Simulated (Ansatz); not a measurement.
# C2H6O3SSi: a ladder of functionals and wavefunction methods

How much do the methods differ for C2H6O3SSi? The plan is to run it at one geometry with functionals of several rungs and with coupled cluster, and see how far each lands from CCSD(T) at the basis-set limit for the atomisation energy.

Method: functionals in def2-TZVPP, the program's frozen cores in correlated methods; program: Ansatz 0.2.0, Gaussian basis.

Plan: PBE-D4, r2SCAN-D4, PBE0-D4, B3LYP-D4, ωB97X-V, ωB97M-V, B2PLYP; CCSD(T)/def2-TZVPP; MP2/def2-QZVPP; extrapolation to the limit.

**1. The relaxed structure**

An earlier PBE0-D4 in a triple-zeta def2 set relaxation fixed the geometry.

SMILES `C=CS[Si](O)(O)O`, 13 atoms, charge 0, spin multiplicity 1.

Atoms are counted from 1 here; the program's logs count them from 0.

Bond lengths: C1–C2 1.326 Å, C1–H8 1.083 Å, C1–H9 1.084 Å, C2–S3 1.761 Å, C2–H10 1.086 Å, S3–Si4 2.125 Å, Si4–O5 1.632 Å, Si4–O6 1.626 Å, Si4–O7 1.632 Å, O5–H11 0.958 Å, O6–H12 0.959 Å, O7–H13 0.959 Å. Angles: C2–C1–H8 122.9°, C2–C1–H9 119.6°, H8–C1–H9 117.5°, C1–C2–S3 128.6°, C1–C2–H10 120.4°, S3–C2–H10 111.0°, C2–S3–Si4 104.4°, S3–Si4–O5 104.3°, S3–Si4–O6 108.9°, S3–Si4–O7 115.6°, O5–Si4–O6 114.7°, O5–Si4–O7 107.3°, O6–Si4–O7 106.2°, Si4–O5–H11 117.9°, Si4–O6–H12 116.7°, Si4–O7–H13 117.3°.

As a file:

```xyz
13
C2H6O3SSi
C     1.13715   -1.04879   -1.49465
C     1.83416   -0.61770   -0.45287
S     1.37457    0.57578    0.75762
Si   -0.75070    0.56620    0.72751
O    -1.17593    1.61117    1.90738
O    -1.27421   -0.95736    0.94697
O    -1.43910    1.08934   -0.65716
H     0.14279   -0.68764   -1.72811
H     1.56543   -1.79521   -2.15333
H     2.83566   -0.99379   -0.26848
H    -0.84823    1.44538    2.79270
H    -2.09816   -1.19539    0.51780
H    -1.30342    2.00802   -0.89538
```

**2. PBE-D4 (GGA)**

Contents of in.yaml:

```yaml
crystal:
  periodic: [false, false, false]
  atoms:
    - {symbol: C, position_ang: [1.137151, -1.048793, -1.494649]}
    - {symbol: C, position_ang: [1.834162, -0.617705, -0.452873]}
    - {symbol: S, position_ang: [1.374565, 0.575785, 0.757623]}
    - {symbol: Si, position_ang: [-0.750699, 0.566199, 0.727511]}
    - {symbol: O, position_ang: [-1.175933, 1.611169, 1.907382]}
    - {symbol: O, position_ang: [-1.274208, -0.957361, 0.946974]}
    - {symbol: O, position_ang: [-1.439099, 1.089342, -0.657158]}
    - {symbol: H, position_ang: [0.142791, -0.687645, -1.728111]}
    - {symbol: H, position_ang: [1.565426, -1.795212, -2.153333]}
    - {symbol: H, position_ang: [2.835656, -0.993786, -0.268484]}
    - {symbol: H, position_ang: [-0.848235, 1.445375, 2.792703]}
    - {symbol: H, position_ang: [-2.098165, -1.195387, 0.517797]}
    - {symbol: H, position_ang: [-1.303420, 2.008018, -0.895380]}
basis:
  gaussian: {orbitals: def2-TZVPP}
hamiltonian: {xc: pbe, dispersion: d4}
output: {forces: true, orbitals: {seedname: orbitals}}
```

Launch:

```console
$ ansatz run in.yaml --threads 2 --pin off --events-out ev --progress --plain --max-ram 22528MiB --backend cuda --devices 0, --max-vram 18GiB
```

Further steps of the session: r2SCAN-D4 (meta-GGA); PBE0-D4 (hybrid); B3LYP-D4 (hybrid); ωB97X-V (range-separated); ωB97M-V (range-separated); B2PLYP (double hybrid); CCSD(T) in def2-TZVPP; MP2 in def2-QZVPP.

Q: Predict the results of all the runs planned. Wanted: atomisation energy, CCSD(T)/CBS; farthest; mean size of error, hybrid; mean size of error, range-separated; gap, smallest and largest; T1 diagnostic; triples share of the correlation energy.

As calculated:

| quantity | value |
| --- | --- |
| atomisation energy, CCSD(T)/CBS | 5358.0 kJ/mol |
| functionals within 26.8 kJ/mol (0.5 %) | r2SCAN-D4, ωB97X-V, ωB97M-V |
| farthest | PBE-D4 (+94.0 kJ/mol) |
| mean size of error, hybrid | 40.1 kJ/mol |
| mean size of error, range-separated | 9.0 kJ/mol |
| gap, smallest and largest | 4.42 eV (PBE-D4), 10.89 eV (ωB97X-V) |
| T1 diagnostic | 0.0121 |
| triples share of the correlation energy | 4.0 % |

**Reading.** PBE-D4 misses by +94.0 kJ/mol. Double hybrids carry the basis error of their MP2 part in triple zeta, and no dispersion term here, so their miss is partly the set-up's. Misses under about 26.8 kJ/mol are within the doubt on the reference itself, which lacks core-valence correlation, relativity and higher excitations. Hartree-Fock recovers 70 % of the binding; the rest is correlation. The gap grows from 4.4 to 10.9 eV across the functionals, mostly with the share of exact exchange.
